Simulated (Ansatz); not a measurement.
# C2H4GeS: up Jacob's ladder to CCSD(T)

The task here is to estimate one member of a computed series from the others.

Method: functionals in def2-TZVPP, the program's frozen cores in correlated methods; program: Ansatz 0.2.0, Gaussian basis.

Plan: LDA (SPW92), PBE-D4, revPBE-D4, BLYP-D4, r2SCAN-D4, B97M-V, PBE0-D4, B3LYP-D4, r2SCANh-D4, r2SCAN0-D4, HSE06-D4, BHLYP-D4, CAM-B3LYP-D4, LC-ωPBE, ωB97X-V, ωB97M-V, B2PLYP, PBE-QIDH; CCSD(T)/def2-SVP; CCSD(T)/def2-TZVPP; MP2/def2-QZVPP; extrapolation to the limit; RPA on PBE.

### The relaxed structure

All runs share one geometry, relaxed beforehand with PBE0-D4 in a triple-zeta def2 set.

SMILES `C1=[CH][GeH2][S]1`, 8 atoms, charge 0, spin multiplicity 1.

Atoms are counted from 1 here; the program's logs count them from 0.

Bond lengths: C1–C2 1.339 Å, C1–S4 1.774 Å, C1–H5 1.087 Å, C2–Ge3 1.929 Å, C2–H6 1.082 Å, Ge3–S4 2.269 Å, Ge3–H7 1.536 Å, Ge3–H8 1.536 Å. Angles: C2–C1–S4 113.3°, C2–C1–H5 127.5°, S4–C1–H5 119.2°, C1–C2–Ge3 96.3°, C1–C2–H6 126.5°, Ge3–C2–H6 137.2°, C2–Ge3–S4 76.4°, C2–Ge3–H7 119.0°, C2–Ge3–H8 119.0°, S4–Ge3–H7 113.6°, S4–Ge3–H8 113.6°, H7–Ge3–H8 110.9°, C1–S4–Ge3 74.0°.

Set-up of the first run:

File in.yaml:

```yaml
crystal:
  periodic: [false, false, false]
  atoms:
    - {symbol: C, position_ang: [-0.680374, 0.934807, -0.577837]}
    - {symbol: C, position_ang: [0.036224, 0.776566, 0.542286]}
    - {symbol: Ge, position_ang: [0.539023, -1.056542, 0.213794]}
    - {symbol: S, position_ang: [-0.723939, -0.519215, -1.593164]}
    - {symbol: H, position_ang: [-1.210055, 1.826333, -0.904463]}
    - {symbol: H, position_ang: [0.203781, 1.520244, 1.309487]}
    - {symbol: H, position_ang: [2.001127, -1.376193, -0.130985]}
    - {symbol: H, position_ang: [-0.073486, -2.163102, 1.085081]}
basis:
  gaussian: {orbitals: def2-TZVPP}
hamiltonian: {xc: lda}
output: {orbitals: {seedname: orbitals}}
```

Run with:

```console
> ansatz run in.yaml --threads 2 --pin off --events-out ev --progress --plain --max-ram 4352MiB
```

Among the steps run: LDA; PBE-D4 (GGA); revPBE-D4 (GGA); BLYP-D4 (GGA); r2SCAN-D4 (meta-GGA); B97M-V (meta-GGA); B3LYP-D4 (hybrid); r2SCANh-D4 (hybrid); r2SCAN0-D4 (hybrid); HSE06-D4 (hybrid); BHLYP-D4 (hybrid); CAM-B3LYP-D4 (range-separated); LC-ωPBE (range-separated); ωB97X-V (range-separated); ωB97M-V (range-separated); B2PLYP (double hybrid); PBE-QIDH (double hybrid).

One table of the session follows, with a row left open; its other results are not shown here.

It belongs to the step «Frontier levels by functional». 

| functional | HOMO (eV) | gap (eV) |
| --- | --- | --- |
| LDA (SPW92) | -5.47 | 3.83 |
| PBE-D4 | -5.33 | 3.93 |
| revPBE-D4 | -5.27 | 3.96 |
| BLYP-D4 | -5.15 | 3.87 |
| r2SCAN-D4 | -5.53 | 4.31 |
| B97M-V | -5.58 | 4.41 |
| PBE0-D4 | -6.40 | 5.89 |
| B3LYP-D4 | -6.17 | 5.42 |
| r2SCANh-D4 | ? | ? |
| r2SCAN0-D4 | -6.53 | 6.16 |
| HSE06-D4 | -6.00 | 5.12 |
| BHLYP-D4 | -7.31 | 7.72 |
| CAM-B3LYP-D4 | -7.64 | 8.15 |
| LC-ωPBE | -8.99 | 10.67 |
| ωB97X-V | -8.63 | 10.19 |
| ωB97M-V | -8.50 | 9.85 |

Estimate the missing values for r2SCANh-D4.

Worked estimate for «HOMO (eV)». Against the share of exact exchange, r2SCAN-D4 (0, -5.53), r2SCAN0-D4 (0.25, -6.53) give a slope of -4.00 per unit share; at 0.1 the line stands at -5.93.

**Answer.** HOMO (eV): -5.93; gap (eV): 5.06. In «HOMO (eV)» the line misses by 0.00.
